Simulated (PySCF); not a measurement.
BCOFClH3, in a box:

```xyz
8
Lattice="12.0000 0.0000 0.0000 0.0000 12.0000 0.0000 0.0000 0.0000 13.0000" Properties=species:S:1:pos:R:3 pbc="T T T"
B     5.2621    6.8587    6.8529
C     6.3739    5.9118    6.5399
O     5.0890    5.1082    6.3445
F     7.1093    5.3555    7.4447
Cl    7.3107    5.9000    5.0468
H     4.9092    6.8900    8.0510
H     4.7385    7.5028    6.0177
H     5.0992    4.4841    7.1385
```

The cell isn't the ideal one: atoms moved at random, drawn with an rms of 0.05 Å.

Base run:

```yaml
Program: PySCF 2.14.0
Functional: BP86
Dispersion: D3
Potentials_or_basis: def2-svp (all-electron)
k_mesh: 1 × 1 × 1
Occupations: fixed
Spin: no spin polarisation
```

Its results: gap between the frontier levels 6.05 eV.

**Question.** After a change of settings the same cell gave: gap between the frontier levels 13.75 eV. Which change was it?
A. functional from BP86 to LC-wPBE; dispersion from D3 to none
B. functional from BP86 to PW91; dispersion from D3 to D3(BJ)
C. functional from BP86 to BLYP; dispersion from D3 to D3(BJM)

**Answer.** A.

Caveats: this is a molecule in a periodic box at the Γ point, so its band gap is the HOMO-LUMO gap; the basis of atomic orbitals isn't converged, which shifts pressures, moduli and gaps.

Runs at the PBE level aren't shown here.
